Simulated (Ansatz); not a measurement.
# Ni: the equilibrium cell

The equilibrium cell and energy of Ni in the structure given, which may be a polymorph.

This is Ni in the hcp structure; at room conditions it is fcc.

Computed with Ansatz 0.2.0 (DFT PBEsol, scalar-relativistic, plane waves, PAW, unless a step's input says otherwise).

## 1. The starting structure

It takes space group P6_3/mmc (No. 194, hexagonal). The conventional cell has a = 2.448 Å, b = 2.448 Å, c = 4.073 Å, α = 90.00°, β = 90.00°, γ = 120.00°. Ni (site symmetry -6m2) is surrounded by 12 Ni at 2.45 to 2.48 Å.

Structure file:

```
CELL_PARAMETERS angstrom
2.44802 0.00000 0.00000
-1.22401 2.12005 0.00000
0.00000 0.00000 4.07281
ATOMIC_POSITIONS crystal
Ni 0.33333 0.66667 0.25000
Ni 0.66667 0.33333 0.75000
```

Source of the structure: the Materials Project (structure only).

(A quick probe on a coarse mesh, which set the mesh and smearing, is not shown.)

## 3. Full relaxation

Contents of input.yaml:

```yaml
crystal:
  lattice:
    - [2.4480228978, 0.0, 0.0]
    - [-1.2240114489, 2.1200500186, 0.0]
    - [0.0, 0.0, 4.07280757]
  atoms:
    - { symbol: Ni, position: [0.33333333, 0.66666667, 0.25], spin: 0.71 }
    - { symbol: Ni, position: [0.66666667, 0.33333333, 0.75], spin: 0.71 }
basis:
  ecutwfc: 420
kpoints:
  mp_grid: { grid: [21, 21, 10] }
hamiltonian:
  xc: pbesol
scf:
  occupations: { method: gaussian, width: 0.1 }
output:
  forces: true
  stress: true
  eigenvalues: true
  populations: true
magnetization:
  spin_polarized: true
relax:
  adjacent_minimum: "off"
  f_tol: 0.005
  max_steps: 80
  cell: { stress_tol: 0.05 }
```

**Question.** What will these runs give? Wanted: relaxed cell; volume; total moment; energy, smearing taken to zero; gap on the mesh; remaining pressure.

The runs gave:

| quantity | value |
| --- | --- |
| relaxed cell | a = 2.447 Å, b = 2.447 Å, c = 4.017 Å, α = 90.00°, β = 90.00°, γ = 120.00° |
| space group (0.01 Å) | P6_3/mmc (No. 194) |
| volume | 10.41 Å³/atom |
| total moment | 1.27 μB/cell |
| energy, smearing taken to zero | -5804.9458 eV/atom |
| gap on the mesh | none (metal) |
| remaining pressure | 0.01 GPa |

In words: The cell shrank by 1.5 % in volume on relaxing. The mesh shows no gap. The largest site moment is 0.67 μB.
